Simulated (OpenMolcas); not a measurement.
# singlet CH2NOSi− at 6 levels

We compute a comparison of 6 runs (HF/6-311+G**, B2PLYP/6-311+G**, B3LYP/6-311+G**, PBE0/6-311+G**, TPSS/6-311+G**, CCSD(T)/6-311+G**) of singlet CH2NOSi−. 

The results are computed with OpenMolcas 26.06.

1 further run of the same task is left out (set aside as unsound or not needed).

### 1 The molecule

CH2NOSi− has 6 atoms, charge -1, and is taken as a singlet. As SMILES of the parent species, `O=C=N[SiH2]`. The shape is that of a PBE0-D4/def2-TZVP optimisation. This is one conformer, not always the lowest. That shape belongs to the parent species and isn't relaxed for this state.

Bond lengths: O1–C2 1.164 Å, C2–N3 1.195 Å, N3–Si4 1.706 Å, Si4–H5 1.486 Å, Si4–H6 1.486 Å. Angles: O1–C2–N3 178.3°, C2–N3–Si4 162.2°, N3–Si4–H5 108.6°, N3–Si4–H6 108.6°, H5–Si4–H6 111.4°.

### 2 The energy at HF/6-311+G(d,p) (run 1)

File run.inp:

```
>>> EXPORT MOLCAS_PRINT=2
&GATEWAY
BasLib=$CurrDir
Coord
6
angstrom
O        1.089700      -2.025700       1.610400
C        0.648500      -1.177800       0.945400
N        0.216300      -0.284900       0.279200
Si      -0.683300       0.591600      -0.875300
H        0.261300       1.214200      -1.839100
H       -1.490500       1.618700      -0.166800
Basis=6-311pGss
Group=NoSym
&SEWARD
&SCF
Charge=-1
Thresholds=1e-10 1e-07 1e-07 1e-05
PrOrbitals=1 2
```

The basis set 6-311+G** is read from a file made from the Basis Set Exchange's data (not shown).

On the command line:

```bash
export MOLCAS_MEM=1860
pymolcas run.inp > run.log
```

Output:

```text
--- Start Module: gateway ---
[...]
--- Stop Module: gateway /rc=_RC_ALL_IS_WELL_ ---
--- Start Module: seward ---
[...]
      Basis functions          108
--- Stop Module: seward /rc=_RC_ALL_IS_WELL_ ---
[...]
--- Start Module: scf ---
[...]
       Convergence after  19 Iterations
[...]
::    Total SCF energy                               -457.3359761662
[...]
      Total spin, S                                     0.0000000000
[...]
      Total electronic charge=   38.000000
      Total            charge=   -1.000000
[...]
      Dipole Moment (debye):
      Origin of the operator (angstrom)=    0.1095   -0.4322    0.2015
                   X=  3.2735E+00               Y= -1.2062E+00               Z=  3.7182E+00           Total=  5.0986E+00
      Center of Charge (angstrom)
[...]
--- Stop Module: scf /rc=_RC_ALL_IS_WELL_ ---
[...]
```

Wall time 15 s (1 thread of Intel Xeon Platinum 8375C at 2.90GHz (Ice Lake), shared host); peak memory 0.63 GiB.

### 3 A single-point energy at B2PLYP/6-311+G(d,p) (run 2)

File mol.input:

```
&gateway
 baslib = $CurrDir
 coord
 6
 angstrom
 O        1.089700      -2.025700       1.610400
 C        0.648500      -1.177800       0.945400
 N        0.216300      -0.284900       0.279200
 Si      -0.683300       0.591600      -0.875300
 H        0.261300       1.214200      -1.839100
 H       -1.490500       1.618700      -0.166800
 basis = 6-311pGss
 group = NoSym

&seward
 gridinput
 Grid=UltraFine
 End of Grid

&scf
 charge = -1
 ksdft = B2PLYP_SCF
 thresholds = 1e-10 1e-07 1e-07 1e-05
 prorbitals = 0

&mbpt2
 frozen = 8
```

The basis set 6-311+G** is read from a file made from the Basis Set Exchange's data (not shown).

On the command line:

```bash
export MOLCAS_MEM=1860
pymolcas mol.input > mol.log
```

Output:

```text
--- Start Module: gateway ---
[...]
--- Stop Module: gateway /rc=_RC_ALL_IS_WELL_ ---
[...]
      Basis functions          108
[...]
--- Start Module: scf ---
[...]
       Convergence after  20 Iterations
[...]
::    Total KS-DFT energy                            -458.3854953624
[...]
      Total spin, S                                     0.0000000000
[...]
      Total electronic charge=   38.000000
      Total            charge=   -1.000000
[...]
      Dipole Moment (debye):
      Origin of the operator (angstrom)=    0.1095   -0.4322    0.2015
                   X=  2.9279E+00               Y= -1.3186E+00               Z=  3.3836E+00           Total=  4.6648E+00
      Center of Charge (angstrom)
[...]
--- Stop Module: scf /rc=_RC_ALL_IS_WELL_ ---
[...]
--- Start Module: mbpt2 ---
[...]
 ###    WARNING: MP2 implementation intended for RHF references only         ###
 ###############################################################################
MBPT2 WARNING: Reference function according to RunFile:KS-DFT
I'll assume you know what you're doing and continue
WARNING!
Default frozen orbitals as non valence orbitals is overwritten by user input.
Default values:   5
[...]
       Reference weight ( Cref**2 )         =        0.74549
::    Total MBPT2 energy                             -459.1337249911
[...]
      Total MBPT2 calculations                           0.51      0.58
--- Stop Module: mbpt2 /rc=_RC_ALL_IS_WELL_ ---
[...]
```

Wall time 36 s (1 thread of Intel Xeon Platinum 8375C at 2.90GHz (Ice Lake), shared host); peak memory 0.63 GiB.

Run 3 isn't shown in full; the table further down has it.

### 4 The energy at PBE0/6-311+G(d,p) (run 4)

File run.input:

```
* CH2NOSi Kohn-Sham DFT

&gateway
  baslib=$CurrDir
  basisset
  O.6-311pGss....
  O1 1.089700 -2.025700 1.610400 angstrom
  End of Basis
  basisset
  C.6-311pGss....
  C2 0.648500 -1.177800 0.945400 angstrom
  End of Basis
  basisset
  N.6-311pGss....
  N3 0.216300 -0.284900 0.279200 angstrom
  End of Basis
  basisset
  Si.6-311pGss....
  Si4 -0.683300 0.591600 -0.875300 angstrom
  End of Basis
  basisset
  H.6-311pGss....
  H5 0.261300 1.214200 -1.839100 angstrom
  H6 -1.490500 1.618700 -0.166800 angstrom
  End of Basis

&seward
  gridinput
  Grid=UltraFine
  End of Grid

&scf
  charge=-1
  ksdft=PBE0
  thresholds=1e-10 1e-07 1e-07 1e-05
  prorbitals=1 1
```

The basis set 6-311+G** is read from a file made from the Basis Set Exchange's data (not shown).

On the command line:

```bash
export MOLCAS_MEM=1860
pymolcas run.input > run.log
```

Output:

```text
--- Start Module: gateway ---
[...]
--- Stop Module: gateway /rc=_RC_ALL_IS_WELL_ ---
--- Start Module: seward ---
[...]
      Basis functions          108
--- Stop Module: seward /rc=_RC_ALL_IS_WELL_ ---
[...]
--- Start Module: scf ---
[...]
       Convergence after  20 Iterations
[...]
::    Total KS-DFT energy                            -458.5479485726
[...]
      Total spin, S                                     0.0000000000
[...]
      Total electronic charge=   38.000000
      Total            charge=   -1.000000
[...]
      Dipole Moment (debye):
      Origin of the operator (angstrom)=    0.1095   -0.4322    0.2015
                   X=  2.7612E+00               Y= -1.3487E+00               Z=  3.2162E+00           Total=  4.4482E+00
      Center of Charge (angstrom)
[...]
--- Stop Module: scf /rc=_RC_ALL_IS_WELL_ ---
[...]
```

Wall time 35 s (1 thread of Intel Xeon Platinum 8375C at 2.90GHz (Ice Lake), shared host); peak memory 0.63 GiB.

Run 5 isn't shown in full; the table further down has it.

### 5 A single-point energy at CCSD(T)/6-311+G(d,p) (Cholesky decomposition) (run 6)

File job.inp:

```
&GATEWAY
BasLib
$CurrDir
Coord
6
angstrom
O        1.089700      -2.025700       1.610400
C        0.648500      -1.177800       0.945400
N        0.216300      -0.284900       0.279200
Si      -0.683300       0.591600      -0.875300
H        0.261300       1.214200      -1.839100
H       -1.490500       1.618700      -0.166800
Basis
6-311pGss
Group
NoSym
&SEWARD
High
&SCF
Charge
-1
Thresholds
1e-10 1e-07 1e-07 1e-05
PrOrbitals
1 2
&CHCC
Frozen
8
Threshold
1e-08
MaxIterations
80
&CHT3
Frozen
8
```

The basis set 6-311+G** is read from a file made from the Basis Set Exchange's data (not shown).

On the command line:

```bash
export MOLCAS_MEM=1860
pymolcas job.inp > job.log
```

Output:

```text
--- Start Module: gateway ---
[...]
--- Stop Module: gateway /rc=_RC_ALL_IS_WELL_ ---
[...]
      Basis functions          108
[...]
       Convergence after  20 Iterations
[...]
::    Total SCF energy                               -457.3359761364
[...]
      Total spin, S                                     0.0000000000
[...]
      Total electronic charge=   38.000000
      Total            charge=   -1.000000
[...]
      Dipole Moment (debye):
      Origin of the operator (angstrom)=    0.1095   -0.4322    0.2015
                   X=  3.2735E+00               Y= -1.2062E+00               Z=  3.7182E+00           Total=  5.0986E+00
      Center of Charge (angstrom)
[...]
--- Start Module: chcc ---
[...]
--- Stop Module: chcc /rc=_RC_ALL_IS_WELL_ ---
[...]
--- Start Module: cht3 ---
[...]
--- Stop Module: cht3 /rc=_RC_ALL_IS_WELL_ ---
[...]
```

Run time: 5.7 min. Hardware: 1 thread of Intel Xeon Platinum 8375C at 2.90GHz (Ice Lake), shared host; peak memory 0.2 GiB.

### 6 All runs side by side

```tsv
run	level	frozen core orbitals	integration grid	energy (Eh)	HOMO energy (eV)	LUMO energy (eV)	HOMO–LUMO gap (eV)	wall time
1	HF/6-311+G**	–	–	-457.335976	-1.13	4.92	6.06	15 s
2	B2PLYP/6-311+G**	8	UltraFine	-458.587517	-0.03	4.10	4.13	36 s
3	B3LYP/6-311+G**	–	UltraFine	-458.887237	0.71	3.42	2.70	35 s
4	PBE0/6-311+G**	–	UltraFine	-458.547949	0.59	3.65	3.06	35 s
5	TPSS/6-311+G**	–	UltraFine	-458.911580	1.35	3.28	1.94	53 s
6	CCSD(T)/6-311+G** (Cholesky decomposition)	8	–	-457.975405	-1.13	4.92	6.06	5.7 min
```

### 7 What came out

```
                                                    quantity          value
                                         run 6: total energy  -457.97540 Eh
                  run 6: HOMO energy (Hartree–Fock orbitals)       -1.13 eV
                  run 6: LUMO energy (Hartree–Fock orbitals)        4.92 eV
run 6: HOMO–LUMO gap (to an unbound level, set by the basis)        6.06 eV
          run 6: correlation energy (8 core orbitals frozen)     -639.4 mEh
                                       run 6: (T) correction     -27.17 mEh
```

In words: Over runs 1, 2, 3, 4, 5 the HOMO–LUMO gap runs from 1.94 eV (TPSS/6-311+G**) to 6.06 eV (HF/6-311+G**). Exact exchange widens orbital gaps. The empty levels of an anion lie above zero and hang on the basis. For B2PLYP the log adds the whole second-order term; the table takes 0.27 of it, as the functional is defined. Totals of different functionals can't be ranked against each other. In runs 3, 4, 5 the HOMO lies above zero, so the outermost electron may be held by the basis alone. All runs together took 8.6 min, the longest 5.7 min.
